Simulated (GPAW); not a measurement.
The system is TaWC2.

```
CELL_PARAMETERS angstrom
1.57186 0.90751 5.10162
-1.57186 0.90751 5.10162
0.00000 -1.81502 5.10162
ATOMIC_POSITIONS crystal
W 0.00000 0.00000 0.00000
Ta 0.50000 0.50000 0.50000
C 0.25093 0.25093 0.25093
C 0.74907 0.74907 0.74907
```

The cell comes from a database or a generator and needn't be the stable form of this composition.

Base run:

```yaml
Program: GPAW 26.7.0
Functional: PBEsol
Potentials_or_basis: PAW data sets generated in the run's folder for this functional
Cutoff: 800 eV
Basis: pw
k_mesh: 7 × 7 × 7
Occupations: fermi-dirac, width 0.05 eV
Spin: no spin polarisation
```

Its results: pressure -10.8 GPa.

Question: The run is repeated on the same cell with these changes: functional from PBEsol to r2SCAN; potentials or basis from PAW data sets generated in the run's folder for this functional to GPAW PAW data sets (gpaw-data 1.2.1). What comes out?

Answer: Pressure -5.7 GPa.

Caveats: the PAW data sets were made with another functional, which shifts forces and pressure a little (some runs).

Not every run made on this cell is shown here.
